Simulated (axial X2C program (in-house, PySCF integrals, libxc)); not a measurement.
**CuO⁺: properties at the nuclei**

Wanted for CuO⁺: properties at the nuclei, at the two-component level.

Program: an in-house X2C program for linear molecules on PySCF integrals. Level of theory: two-component X2C with atomic mean-field terms, Cu dyall-cv3z, O dyall-av3z. These are calculated values, not measurements.

### 1 Set-up

File task.json:

```json
{"zs": [29, 8], "q": 1, "bas": ["dyall-cv3z", "dyall-av3z"], "r0": 1.72, "levels": ["PBE0", "HF", "BP86", "PBE50", "PBE"], "nst": 3}
```

Keys: zs atomic numbers; q charge; bas basis sets; r0 starting distance in Å; levels methods (HF also brings MP2); nst determinants followed.

Command:

```sh
> python soeom.py task.json out
```

Further steps of the session: Expectation values, lowest determinant; Expectation values, a higher determinant; Expectation values, a higher determinant.

Before running it: what results should come out? Wanted: lowest determinant; Eeff magnitude; Ws magnitude Cu; A∥/gI Cu; qzz Cu; higher determinant (for each run or level that gives them).

The runs gave:

| quantity | value |
| --- | --- |
| lowest determinant | Ω = 1 (excess of +ω over −ω: ω = -1/2, ω = 3/2) |
| Eeff magnitude (GV/cm), PBE0 | 0.0529 |
| Ws magnitude Cu (kHz), PBE0 | 0.0244 |
| A∥/gI Cu (MHz), PBE0 | -128 |
| qzz Cu (a.u.), PBE0 | -0.05 |
| higher determinant | Ω = 2 (excess of +ω over −ω: ω = 1/2, ω = 3/2) |
| Eeff magnitude (GV/cm), PBE0, higher determinant | 0.971 |
| Ws magnitude Cu (kHz), PBE0, higher determinant | 0.166 |
| A∥/gI Cu (MHz), PBE0, higher determinant | 349 |
| qzz Cu (a.u.), PBE0, higher determinant | 1.25 |
| higher determinant | Ω = 1 (excess of +ω over −ω: 2 × ω = 1/2) |
| Eeff magnitude (GV/cm), PBE0, higher determinant | 0.979 |
| Ws magnitude Cu (kHz), PBE0, higher determinant | 0.356 |
| A∥/gI Cu (MHz), PBE0, higher determinant | 824 |
| qzz Cu (a.u.), PBE0, higher determinant | 1.67 |

In the first state, the effective field runs from 0.00575 to 0.113 GV/cm over the mean-field levels, so the levels don't agree on it. The expectation values come from single determinants, which for open shells can mix terms of unlike spin or miss the lowest Ω, so a determinant need not be a state. Eeff is the effective electric field on the electron dipole moment in this Ω state and Ws the scalar–pseudoscalar constant (defined with the proton number Z and per Ω); A∥ is the parallel hyperfine constant, which follows by multiplying with the nuclear g factor gI = μI/(I μN); qzz is the electric field gradient, eQq0 = 234.96 MHz × Q/barn × qzz. The operators were transformed with the bare-nucleus X2C matrices.
